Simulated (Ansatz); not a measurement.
# C2H10GeOSi: small, medium and large basis sets

The task here is to estimate one member of a computed series from the others.

Computed with Ansatz 0.2.0, Gaussian basis. Level: one geometry, several basis sets.

Levels to be run: PBE0-D4/def2-SVP; ωB97M-V/def2-SVP; PBE0-D4/def2-QZVPP; ωB97M-V/def2-QZVPP; the functionals' def2-TZVPP values are taken from earlier runs.

## Structure used throughout

The geometry comes from an earlier relaxation with PBE0-D4 in a triple-zeta def2 set; it is a stationary point, not always the lowest conformer.

SMILES `CO[SiH](C)[GeH3]`, 15 atoms, charge 0, spin multiplicity 1.

Atoms are counted from 1 here; the program's logs count them from 0.

Bond lengths: C1–O2 1.407 Å, C1–H6 1.091 Å, C1–H7 1.097 Å, C1–H8 1.096 Å, O2–Si3 1.649 Å, Si3–C4 1.859 Å, Si3–Ge5 2.391 Å, Si3–H9 1.496 Å, C4–H10 1.093 Å, C4–H11 1.092 Å, C4–H12 1.093 Å, Ge5–H13 1.541 Å, Ge5–H14 1.541 Å, Ge5–H15 1.541 Å. Angles: O2–C1–H6 108.3°, O2–C1–H7 111.6°, O2–C1–H8 111.6°, H6–C1–H7 108.5°, H6–C1–H8 108.4°, H7–C1–H8 108.4°, C1–O2–Si3 123.0°, O2–Si3–C4 106.9°, O2–Si3–Ge5 111.1°, O2–Si3–H9 109.2°, C4–Si3–Ge5 111.4°, C4–Si3–H9 110.8°, Ge5–Si3–H9 107.5°, Si3–C4–H10 110.5°, Si3–C4–H11 110.8°, Si3–C4–H12 110.4°, H10–C4–H11 108.3°, H10–C4–H12 108.4° and more.

Geometry (Å):

```xyz
15
C2H10GeOSi
C    -0.6799    2.2322    0.3328
O    -0.9472    1.0174   -0.3249
Si    0.2019   -0.1372   -0.5814
C    -0.5942   -1.4767   -1.5949
Ge    1.0408   -0.9927    1.4880
H    -1.5820    2.8454    0.3001
H     0.1332    2.7840   -0.1538
H    -0.4087    2.0713    1.3828
H     1.3544    0.4699   -1.3165
H     0.1278   -2.2646   -1.8235
H    -1.4317   -1.9249   -1.0560
H    -0.9687   -1.0689   -2.5368
H     1.6276    0.1139    2.3854
H     2.1658   -2.0145    1.2326
H    -0.0611   -1.7054    2.2954
```

Set-up of the first run:

File in.yaml:

```yaml
crystal:
  periodic: [false, false, false]
  atoms:
    - {symbol: C, position_ang: [-0.679884, 2.232182, 0.332791]}
    - {symbol: O, position_ang: [-0.947181, 1.017361, -0.324949]}
    - {symbol: Si, position_ang: [0.201875, -0.137241, -0.581411]}
    - {symbol: C, position_ang: [-0.594207, -1.476690, -1.594852]}
    - {symbol: Ge, position_ang: [1.040764, -0.992668, 1.487996]}
    - {symbol: H, position_ang: [-1.581986, 2.845434, 0.300084]}
    - {symbol: H, position_ang: [0.133181, 2.783981, -0.153818]}
    - {symbol: H, position_ang: [-0.408668, 2.071253, 1.382789]}
    - {symbol: H, position_ang: [1.354403, 0.469907, -1.316542]}
    - {symbol: H, position_ang: [0.127844, -2.264571, -1.823525]}
    - {symbol: H, position_ang: [-1.431652, -1.924855, -1.056026]}
    - {symbol: H, position_ang: [-0.968704, -1.068931, -2.536766]}
    - {symbol: H, position_ang: [1.627558, 0.113929, 2.385443]}
    - {symbol: H, position_ang: [2.165754, -2.014522, 1.232583]}
    - {symbol: H, position_ang: [-0.061096, -1.705368, 2.295402]}
basis:
  gaussian: {orbitals: def2-SVP}
hamiltonian: {xc: pbe0, dispersion: d4}
output: {orbitals: {seedname: orbitals}}
```

Command:

```sh
$ ansatz run in.yaml --threads 8 --pin off --events-out ev --progress --plain --max-ram 18278MiB
```

Steps of the session up to this table: PBE0-D4 in def2-SVP; ωB97M-V in def2-SVP; PBE0-D4 in def2-QZVPP; ωB97M-V in def2-QZVPP.

One table of the session follows, with a row left open; its other results are not shown here.

It belongs to the step «Functionals by basis». 

| functional | basis | HOMO (eV) | LUMO (eV) |
| --- | --- | --- | --- |
| PBE0-D4 | def2-SVP | -7.33 | 0.47 |
| PBE0-D4 | def2-TZVPP | -7.40 | 0.23 |
| PBE0-D4 | def2-QZVPP | -7.41 | 0.13 |
| ωB97M-V | def2-SVP | ? | ? |
| ωB97M-V | def2-TZVPP | -9.50 | 1.97 |
| ωB97M-V | def2-QZVPP | -9.51 | 1.61 |

Estimate the missing values for ωB97M-V, def2-SVP.

**Answer.** HOMO (eV): -9.41; LUMO (eV): 2.33. In the column «HOMO (eV)» it lies between ωB97M-V, def2-TZVPP (-9.50) and PBE0-D4, def2-QZVPP (-7.41).
